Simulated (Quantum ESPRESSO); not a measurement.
# Si3S (Im-3m) in Quantum ESPRESSO: settings compared

Aim: see how the results for Si3S move with the level of theory and the settings. Levels: PBEsol+D3(BJ), LDA, PBE, PBEsol. Tasks: phonons.

All numbers are computed with Quantum ESPRESSO 7.5; they aren't measurements. Logs are shortened: lines on timing, memory, paths and dates and some standing lists are left out, and cuts for length are marked.

### Step 1. The crystal as given

Symmetry: Im-3m, No. 229, cubic system. The conventional cell has a = 5.051 Å, b = 5.051 Å, c = 5.051 Å, α = 90.00°, β = 90.00°, γ = 90.00°. Si (site symmetry 4/mmm) has 4 Si at 2.53 Å and 2 S at 2.53 Å as nearest neighbours. S (site symmetry m-3m) is surrounded by 6 Si at 2.53 Å.

The cell was built by a generator and needn't be a form met in nature.

### Step 2. Phonons, PBEsol+D3(BJ)

Input file pw.in:

```
&CONTROL
  calculation = 'scf'
  prefix = 'pwscf'
  outdir = './tmp'
  pseudo_dir = './pseudo'
  tprnfor = .true.
  tstress = .true.
  disk_io = 'low'
/
&SYSTEM
  ibrav = 0
  nat = 4
  ntyp = 2
  ecutwfc = 52
  nbnd = 15
  input_dft = 'pbesol'
  occupations = 'smearing'
  smearing = 'fd'
  degauss = 0.00367493
  vdw_corr = 'grimme-d3'
  dftd3_version = 4
  dftd3_threebody = .false.
/
&ELECTRONS
  conv_thr = 8d-10
  electron_maxstep = 120
  mixing_beta = 0.5
  startingwfc = 'atomic'
/
ATOMIC_SPECIES
Si    28.0850 Si.upf
S     32.0600 S.upf
CELL_PARAMETERS angstrom
  -2.5254800000    2.5254800000    2.5254800000
   2.5254800000   -2.5254800000    2.5254800000
   2.5254800000    2.5254800000   -2.5254800000
ATOMIC_POSITIONS crystal
Si     0.0000000000    0.5000000000    0.5000000000
Si     0.5000000000    0.0000000000    0.5000000000
Si     0.5000000000    0.5000000000    0.0000000000
S      0.0000000000    0.0000000000    0.0000000000
K_POINTS automatic
6 6 6 1 1 1
```

Input file scf2.in:

```
&CONTROL
  calculation = 'scf'
  prefix = 'pwscf'
  outdir = './tmp'
  pseudo_dir = './pseudo'
  tprnfor = .true.
  tstress = .true.
  disk_io = 'low'
/
&SYSTEM
  ibrav = 0
  nat = 4
  ntyp = 2
  ecutwfc = 52
  nbnd = 15
  input_dft = 'pbesol'
  occupations = 'smearing'
  smearing = 'fd'
  degauss = 0.00367493
  vdw_corr = 'grimme-d3'
  dftd3_version = 4
  dftd3_threebody = .false.
/
&ELECTRONS
  conv_thr = 1d-13
  electron_maxstep = 120
  mixing_beta = 0.5
  startingwfc = 'file'
  startingpot = 'file'
/
ATOMIC_SPECIES
Si    28.0850 Si.upf
S     32.0600 S.upf
CELL_PARAMETERS angstrom
  -2.5254800000    2.5254800000    2.5254800000
   2.5254800000   -2.5254800000    2.5254800000
   2.5254800000    2.5254800000   -2.5254800000
ATOMIC_POSITIONS crystal
Si     0.0000000000    0.5000000000    0.5000000000
Si     0.5000000000    0.0000000000    0.5000000000
Si     0.5000000000    0.5000000000    0.0000000000
S      0.0000000000    0.0000000000    0.0000000000
K_POINTS automatic
6 6 6 1 1 1
```

Input file d3hess.in:

```
&INPUT
  prefix = 'pwscf'
  outdir = './tmp'
  step = 0.001
/
```

Input file ph.in:

```
phonons of Si3S
&INPUTPH
  prefix = 'pwscf'
  outdir = './tmp'
  tr2_ph = 1d-18
  fildyn = 'dyn'
  niter_ph = 90
  alpha_mix(1) = 0.4
/
0.0000000000 0.0000000000 0.0000000000
```

Input file dynmat.in:

```
&INPUT
  fildyn = 'dyn'
  asr = 'crystal'
  filout = 'dynmat.disp'
  fileig = 'dynmat.eig'
/
```

Input file relax_v0.99.in:

```
&CONTROL
  calculation = 'relax'
  prefix = 'pwscf'
  outdir = './tmp'
  pseudo_dir = './pseudo'
  tprnfor = .true.
  tstress = .true.
  disk_io = 'low'
  nstep = 30
  forc_conv_thr = 0.0001
  etot_conv_thr = 1d-06
/
&SYSTEM
  ibrav = 0
  nat = 4
  ntyp = 2
  ecutwfc = 52
  nbnd = 15
  input_dft = 'pbesol'
  occupations = 'smearing'
  smearing = 'fd'
  degauss = 0.00367493
  vdw_corr = 'grimme-d3'
  dftd3_version = 4
  dftd3_threebody = .false.
/
&ELECTRONS
  conv_thr = 1d-13
  electron_maxstep = 120
  mixing_beta = 0.5
  startingwfc = 'atomic'
/
&IONS
  ion_dynamics = 'bfgs'
/
ATOMIC_SPECIES
Si    28.0850 Si.upf
S     32.0600 S.upf
CELL_PARAMETERS angstrom
  -2.5170335155    2.5170335155    2.5170335155
   2.5170335155   -2.5170335155    2.5170335155
   2.5170335155    2.5170335155   -2.5170335155
ATOMIC_POSITIONS crystal
Si     0.0000000000    0.5000000000    0.5000000000
Si     0.5000000000    0.0000000000    0.5000000000
Si     0.5000000000    0.5000000000    0.0000000000
S      0.0000000000    0.0000000000    0.0000000000
K_POINTS automatic
6 6 6 1 1 1
```

Input file ph_v0.99.in:

```
phonons at 0.99 of the volume
&INPUTPH
  prefix = 'pwscf'
  outdir = './tmp'
  tr2_ph = 1d-18
  fildyn = 'dyn_v0.99'
  niter_ph = 90
  alpha_mix(1) = 0.4
/
0.0000000000 0.0000000000 0.0000000000
```

Input file relax_v1.01.in:

```
&CONTROL
  calculation = 'relax'
  prefix = 'pwscf'
  outdir = './tmp'
  pseudo_dir = './pseudo'
  tprnfor = .true.
  tstress = .true.
  disk_io = 'low'
  nstep = 30
  forc_conv_thr = 0.0001
  etot_conv_thr = 1d-06
/
&SYSTEM
  ibrav = 0
  nat = 4
  ntyp = 2
  ecutwfc = 52
  nbnd = 15
  input_dft = 'pbesol'
  occupations = 'smearing'
  smearing = 'fd'
  degauss = 0.00367493
  vdw_corr = 'grimme-d3'
  dftd3_version = 4
  dftd3_threebody = .false.
/
&ELECTRONS
  conv_thr = 1d-13
  electron_maxstep = 120
  mixing_beta = 0.5
  startingwfc = 'atomic'
/
&IONS
  ion_dynamics = 'bfgs'
/
ATOMIC_SPECIES
Si    28.0850 Si.upf
S     32.0600 S.upf
CELL_PARAMETERS angstrom
  -2.5338703606    2.5338703606    2.5338703606
   2.5338703606   -2.5338703606    2.5338703606
   2.5338703606    2.5338703606   -2.5338703606
ATOMIC_POSITIONS crystal
Si     0.0000000000    0.5000000000    0.5000000000
Si     0.5000000000    0.0000000000    0.5000000000
Si     0.5000000000    0.5000000000    0.0000000000
S      0.0000000000    0.0000000000    0.0000000000
K_POINTS automatic
6 6 6 1 1 1
```

Input file ph_v1.01.in:

```
phonons at 1.01 of the volume
&INPUTPH
  prefix = 'pwscf'
  outdir = './tmp'
  tr2_ph = 1d-18
  fildyn = 'dyn_v1.01'
  niter_ph = 90
  alpha_mix(1) = 0.4
/
0.0000000000 0.0000000000 0.0000000000
```

Potentials or basis: PseudoDojo 0.4.1 SR PBE standard.

The run is started by

```
> OMP_NUM_THREADS=1 pw.x -in pw.in > pw.out
> OMP_NUM_THREADS=1 pw.x -in scf2.in > scf2.out
> OMP_NUM_THREADS=1 d3hess.x -in d3hess.in > d3hess.out
> OMP_NUM_THREADS=1 ph.x -in ph.in > ph.out
> OMP_NUM_THREADS=1 dynmat.x -in dynmat.in > dynmat.out
> OMP_NUM_THREADS=1 pw.x -in relax_v0.99.in > relax_v0.99.out
> OMP_NUM_THREADS=1 ph.x -in ph_v0.99.in > ph_v0.99.out
> OMP_NUM_THREADS=1 pw.x -in relax_v1.01.in > relax_v1.01.out
> OMP_NUM_THREADS=1 ph.x -in ph_v1.01.in > ph_v1.01.out
```

pw.out:

```text
This program is part of the open-source Quantum ESPRESSO suite
     for quantum simulation of materials; please cite
         "P. Giannozzi et al., J. Phys.:Condens. Matter 21 395502 (2009);
         "P. Giannozzi et al., J. Phys.:Condens. Matter 29 465901 (2017);
         "P. Giannozzi et al., J. Chem. Phys. 152 154105 (2020);
     in publications or presentations arising from this work. More details at

     IMPORTANT: XC functional enforced from input :
     Exchange-correlation= PBESOL
                           (   1   4  10   8   0   0   0)
     Any further DFT definition will be discarded
     Please, verify this is what you really want

     Message from routine setup:
     using ibrav=0 with symmetry is DISCOURAGED, use correct ibrav instead

     G-vector sticks info
     --------------------
     sticks:   dense  smooth     PW     G-vecs:    dense   smooth      PW
     Sum        1051    1051    311                21913    21913    3511

     Using Slab Decomposition

     bravais-lattice index     =            0
     lattice parameter (alat)  =       8.2662  a.u.
     unit-cell volume          =     434.7989 (a.u.)^3
     number of atoms/cell      =            4
     number of atomic types    =            2
     number of electrons       =        18.00
     number of Kohn-Sham states=           15
     kinetic-energy cutoff     =      52.0000  Ry
     charge density cutoff     =     208.0000  Ry
     scf convergence threshold =      8.0E-10
     mixing beta               =       0.5000
     number of iterations used =            8  plain     mixing
     Exchange-correlation= PBESOL
                           (   1   4  10   8   0   0   0)

     celldm(1)=   8.266153  celldm(2)=   0.000000  celldm(3)=   0.000000
     celldm(4)=   0.000000  celldm(5)=   0.000000  celldm(6)=   0.000000

     crystal axes: (cart. coord. in units of alat)
               a(1) = (  -0.577350   0.577350   0.577350 )
               a(2) = (   0.577350  -0.577350   0.577350 )
               a(3) = (   0.577350   0.577350  -0.577350 )

     reciprocal axes: (cart. coord. in units 2 pi/alat)
               b(1) = ( -0.000000  0.866025  0.866025 )
               b(2) = (  0.866025 -0.000000  0.866025 )
               b(3) = (  0.866025  0.866025  0.000000 )

     PseudoPot. # 1 for Si read from file:
     Si.upf
     Pseudo is Norm-conserving + core correction, Zval =  4.0
     Generated using ONCVPSP code by D. R. Hamann
     Using radial grid of 1510 points,  6 beta functions with:
                l(1) =   0
                l(2) =   0
                l(3) =   1
                l(4) =   1
                l(5) =   2
                l(6) =   2

     PseudoPot. # 2 for S  read from file:
     S.upf
     Pseudo is Norm-conserving + core correction, Zval =  6.0
     Generated using ONCVPSP code by D. R. Hamann
     Using radial grid of 1146 points,  6 beta functions with:
                l(1) =   0
                l(2) =   0
[... 46 lines left out ...]
        k(    1) = (   0.1443376   0.1443376   0.1443376), wk =   0.0740741
        k(    2) = (   0.2886751   0.2886751   0.1443376), wk =   0.2222222
        k(    3) = (   0.4330127   0.4330127   0.1443376), wk =   0.1111111
        k(    4) = (   0.0000000   0.0000000   0.1443376), wk =   0.0555556
        k(    5) = (   0.4330127   0.2886751   0.2886751), wk =   0.2222222
        k(    6) = (   0.0000000  -0.1443376   0.2886751), wk =   0.2222222
        k(    7) = (  -0.0000000  -0.2886751   0.4330127), wk =   0.2222222
        k(    8) = (   0.1443376  -0.1443376   0.4330127), wk =   0.2222222
        k(    9) = (  -0.7216878  -0.2886751  -0.2886751), wk =   0.2222222
        k(   10) = (   0.4330127   0.4330127   0.4330127), wk =   0.0185185
        k(   11) = (   0.0000000   0.0000000   0.4330127), wk =   0.0555556
        k(   12) = (  -0.0000000  -0.1443376   0.5773503), wk =   0.2222222
        k(   13) = (  -0.7216878  -0.1443376  -0.1443376), wk =   0.0740741
        k(   14) = (  -0.0000000  -0.0000000   0.7216878), wk =   0.0555556

     Dense  grid:    21913 G-vectors     FFT dimensions: (  40,  40,  40)

     Initial potential from superposition of free atoms

     starting charge      17.9981, renormalised to      18.0000
     Starting wfcs are   16 atomic wfcs

     Self-consistent Calculation

     iteration #  1     ecut=    52.00 Ry     beta= 0.50
     Davidson diagonalization with overlap
     ethr =  1.00E-02,  avg # of iterations =  5.1

     Threshold (ethr) on eigenvalues was too large:
     Diagonalizing with lowered threshold

     Davidson diagonalization with overlap
     ethr =  2.02E-04,  avg # of iterations =  5.1

     total energy              =     -47.44660195 Ry
     estimated scf accuracy    <       0.03620404 Ry
[... 50 lines left out ...]
     iteration #  9     ecut=    52.00 Ry     beta= 0.50
     Davidson diagonalization with overlap
     ethr =  5.85E-12,  avg # of iterations =  2.1

     End of self-consistent calculation

          k = 0.1443 0.1443 0.1443 (  2758 PWs)   bands (ev):

    -6.0190  -0.2834   2.8436   2.8436   4.6668   5.0553   5.0553   6.6512
     7.7858   7.7858  11.7628  12.1814  12.1814  12.8019  12.8019
[... 18 lines left out ...]
    -5.1628  -1.1330  -0.0656   1.2377   5.4686   6.1485   7.1265   7.9738
     8.8662  10.1823  10.7630  11.1360  11.4172  13.3832  14.8175

          k = 0.0000-0.1443 0.2887 (  2758 PWs)   bands (ev):

    -5.8358  -0.6297   2.2955   3.4065   3.5192   4.6634   5.7031   6.4822
     8.1594   9.6892  10.3266  11.7657  13.0671  13.0819  14.0918

          k =-0.0000-0.2887 0.4330 (  2740 PWs)   bands (ev):

    -5.3252  -1.4585   1.2231   3.0257   3.0698   5.3871   5.7340   7.2739
     8.7705  10.0456  11.4552  11.9649  13.8257  14.1577  15.3327

          k = 0.1443-0.1443 0.4330 (  2750 PWs)   bands (ev):

    -5.4012  -1.1012   0.7965   3.2446   3.7159   4.2426   6.7634   6.8486
     7.8152  10.1700  11.6700  12.7527  13.4927  14.0167  14.9615

          k =-0.7217-0.2887-0.2887 (  2751 PWs)   bands (ev):

    -5.1323  -1.2351  -0.0070   3.0898   3.5881   5.0973   5.7486   6.9440
     8.6828  11.5503  12.0455  12.1941  13.4829  14.0386  15.7616

          k = 0.4330 0.4330 0.4330 (  2760 PWs)   bands (ev):
[... 11 lines left out ...]
    -5.1365  -1.0220   0.6068   2.2694   3.2798   4.8600   5.2381   6.7209
     8.0856  12.1709  12.8553  13.3047  14.0481  14.7723  15.3134

          k =-0.7217-0.1443-0.1443 (  2739 PWs)   bands (ev):

    -5.0002  -0.3707  -0.3707   2.5162   3.3344   3.3344   5.3893   8.0117
     8.0117  11.3257  14.2920  14.2920  14.2998  15.2811  15.6675

          k =-0.0000-0.0000 0.7217 (  2739 PWs)   bands (ev):

    -4.9416  -0.2821   0.6378   1.7831   1.7831   2.8744   7.2413   7.7616
     7.7616  11.0842  14.6503  14.6503  14.9521  16.5428  16.5428

     the Fermi energy is     9.2688 ev

!    total energy              =     -47.44639501 Ry
     estimated scf accuracy    <          3.4E-12 Ry
     smearing contrib. (-TS)   =      -0.00076287 Ry
     internal energy E=F+TS    =     -47.44563214 Ry

     The total energy is F=E-TS. E is the sum of the following terms:
     one-electron contribution =      14.70474184 Ry
     hartree contribution      =       2.59745255 Ry
     xc contribution           =     -15.56658545 Ry
     ewald contribution        =     -49.08621418 Ry
     DFT-D3 Dispersion         =      -0.09502690 Ry

     convergence has been achieved in   9 iterations

     Forces acting on atoms (cartesian axes, Ry/au):

     atom    1 type  1   force =    -0.00000000   -0.00000000    0.00000000
     atom    2 type  1   force =     0.00000000   -0.00000000    0.00000000
     atom    3 type  1   force =    -0.00000000    0.00000000   -0.00000000
     atom    4 type  2   force =     0.00000000    0.00000000    0.00000000

     Total force =     0.000000     Total SCF correction =     0.000000

     Computing stress (Cartesian axis) and pressure

          total   stress  (Ry/bohr**3)                   (kbar)     P=      -62.53
  -0.00042507   0.00000000   0.00000000          -62.53        0.00        0.00
   0.00000000  -0.00042507   0.00000000            0.00      -62.53        0.00
   0.00000000   0.00000000  -0.00042507            0.00        0.00      -62.53

=------------------------------------------------------------------------------=
   JOB DONE.
=------------------------------------------------------------------------------=
```

Run time: 23 min. Hardware: 1 thread of Intel Xeon at 2.50GHz (Skylake/Cascade Lake), shared host; peak memory 0.09 GiB.

Results:

| Item | Value |
| --- | --- |
| Free energy | -645.5411 eV |
| Pressure after relaxing | -6.3 GPa |
| Band gap on the k mesh | none (metal or under the smearing width) |
| Highest phonon frequency at Γ | 329 cm⁻¹ |
| Most unstable mode | 140i cm⁻¹ |

Levels at points of the mesh, in eV from the Fermi level:
```tsv
k point	band 6	band 7	band 8	band 9	band 10	band 11	band 12	band 13
(0.08, 0.08, 0.08)	-4.21	-4.21	-2.62	-1.48	-1.48	2.49	2.91	2.91
```

Phonon frequencies in cm⁻¹ (negative: imaginary):
| q point | frequencies |
| --- | --- |
| (0.000, 0.000, 0.000) | -140 -140 -140 -7 -7 -7 204 204 204 329 329 329 |

Mode Grüneisen parameters of phonons at Γ, in order of frequency: n/a, n/a, n/a, n/a, n/a, n/a, 0.55, 0.55, 0.55, 2.63, 2.63, 2.63

Optical modes at Γ, degenerate ones joined:
| cm⁻¹ | components | symmetry | active in |
| --- | --- | --- | --- |
| 140i | 3 | T1u | IR |
| 204 | 3 | T1u | IR |
| 329 | 3 | T2u | silent |

Frequencies at 99 % and 101 % of the volume (pressures -5.3 and -7.1 GPa), ions relaxed:
```csv
mode,99 % (cm⁻¹),101 % (cm⁻¹),Grüneisen parameter
7,205.5,203.3,0.55
8,205.5,203.3,0.55
9,205.5,203.3,0.55
10,337.9,320.6,2.63
11,337.9,320.6,2.63
12,337.9,320.6,2.63
```

Caveat: the k mesh is coarse; the mesh is thin for the phonons of a metal; the potentials were made for another functional, which shifts forces and pressure; some modes are imaginary; the cell is more than 3 GPa from zero pressure, which shifts response properties; pairwise dispersion overbinds metals, which lowers pressure and volume.

(Part 1 of 4 ends here.)
